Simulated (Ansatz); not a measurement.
# C3H4Te: the cost of one run

All numbers below are computed with Ansatz 0.2.0 (RKS r2SCAN-D4/def2-SVP).

## Step 1: The structure to begin with

Bond lengths: C1–C2 1.143 Å, C2–C3 1.439 Å, C3–Te4 2.081 Å, C1–H5 1.124 Å, C3–H6 1.129 Å, C3–H7 1.139 Å, Te4–H8 1.705 Å. Angles: C1–C2–C3 178.9°, C2–C1–H5 178.1°, C2–C3–Te4 112.6°, C2–C3–H6 109.4°, C2–C3–H7 110.7°, Te4–C3–H6 108.7°, Te4–C3–H7 110.1°, H6–C3–H7 105.1°, C3–Te4–H8 92.8°.

As a file:

```xyz
8

C    -0.8829    1.6344   -1.0288
C    -0.2959    0.8475   -0.4434
C     0.4520   -0.1534    0.2696
Te   -0.5587   -1.9686    0.3954
H    -1.4907    2.3997   -1.5832
H     1.4397   -0.3245   -0.2509
H     0.7258    0.2144    1.3122
H     0.7029   -2.7065    1.2733
```

## Step 2: End point A

The input, input.yaml:

```yaml
crystal:
  periodic: [false, false, false]
  atoms:
    - { symbol: C, position_ang: [-0.8829, 1.6344, -1.0288] }
    - { symbol: C, position_ang: [-0.2959, 0.8475, -0.4434] }
    - { symbol: C, position_ang: [0.452, -0.1534, 0.2696] }
    - { symbol: Te, position_ang: [-0.5587, -1.9686, 0.3954] }
    - { symbol: H, position_ang: [-1.4907, 2.3997, -1.5832] }
    - { symbol: H, position_ang: [1.4397, -0.3245, -0.2509] }
    - { symbol: H, position_ang: [0.7258, 0.2144, 1.3122] }
    - { symbol: H, position_ang: [0.7029, -2.7065, 1.2733] }
basis:
  gaussian: { orbitals: def2-SVP }
hamiltonian:
  xc: r2scan
  dispersion: d4
relax:
  f_tol: 0.02
  max_steps: 50
output:
  orbitals: {}
```

Run with:

```sh
ansatz run input.yaml --threads 2 --pin off --max-ram 3072MiB --backend cpu --events-out ev --progress --plain --runs-dir out
```

Q: Estimate wall time and peak memory on 2 threads of Intel Xeon 6975P-C (Granite Rapids), shared host.

About 9.8 s, with a peak of 0.18 GiB.
